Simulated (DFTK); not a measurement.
This DFTK 0.8.2 run on NiMoIrPdW needs a look.

Contents of run.jl:

```julia
using DFTK
using PseudoPotentialData
using Unitful, UnitfulAtomic
using LinearAlgebra, Printf
include("save.jl")
setup_threading()

# lattice vectors are the columns
lattice = austrip(1u"Å") * [       2.76078       -1.38039            0.0;
                      0.0         2.3909            0.0;
                      0.0            0.0       11.34051]
symbols   = [:Ni, :Mo, :Pd, :Ir, :W]
positions = [[0.0, 0.0, 0.70917],
             [0.66667, 0.33333, 0.29425],
             [0.66667, 0.33333, 0.89901],
             [0.0, 0.0, 0.10604],
             [0.66667, 0.33333, 0.52921]]
pseudopotentials = PseudoFamily("dojo.nc.sr.pbe.v0_4_1.standard.upf")
elements = Dict(s => ElementPsp(s, pseudopotentials) for s in unique(symbols))
atoms    = [elements[s] for s in symbols]

build_model(lattice, positions; symmetries=true) =
    model_DFT(lattice, atoms, positions;
              functionals=PBE(),
              temperature=austrip(0.05u"eV"),
              smearing=Smearing.FermiDirac(),
              symmetries)
Ecut  = 49.0  # hartree
kgrid = [0, 0, 0]
tol   = 1e-6
to_GPa = ustrip(uconvert(u"GPa", 1u"hartree/bohr^3"))

model = build_model(lattice, positions)
basis = PlaneWaveBasis(model; Ecut, kgrid)
display(basis)
scfres = self_consistent_field(basis;
                               tol,
                               maxiter=100,
                               nbandsalg=AdaptiveBands(model; n_bands_converge=51))
display(scfres.energies)
@printf "Fermi level: %.6f eV\n" ustrip(auconvert(u"eV", something(scfres.εF, NaN)))
forces = compute_forces_cart(scfres)
println("Forces (eV/Å)")
for (s, f) in zip(symbols, forces)
    @printf "%-3s %12.6f %12.6f %12.6f\n" s ustrip.(auconvert.(u"eV/Å", f))...
end
stress = compute_stresses_cart(scfres)
println("Stress (GPa)")
display(round.(stress * to_GPa; digits=4))
println("Levels at the first k-point (eV): ", round.(ustrip.(auconvert.(u"eV", scfres.eigenvalues[1][1:scfres.n_bands_converge])); digits=4))
save_scf!(scfres; forces, stress)
```

Potentials or basis: dojo.nc.sr.pbe.v0_4_1.standard.upf (PBE).

Launch:

```console
$ julia --threads=4 run.jl  # save.jl only writes the numbers to a file and isn't shown; printed stress counts tension as positive; times include loading and compiling
```

Output:

```text
ERROR: LoadError: DivideError: integer division error
Stacktrace:
  [1] div
    @ ./int.jl:303 [inlined]
  [2] div
    @ ./int.jl:229 [inlined]
  [3] divgcd(x::Int64, y::Int64)
    @ Base rational.jl:61
  [4] //
    @ ./rational.jl:94 [inlined]
   [...]
in expression starting at run.jl:34
```

Diagnose the run.

The input was rejected before any iteration. The input holds a flaw that was put in on purpose: a k mesh of zeros.
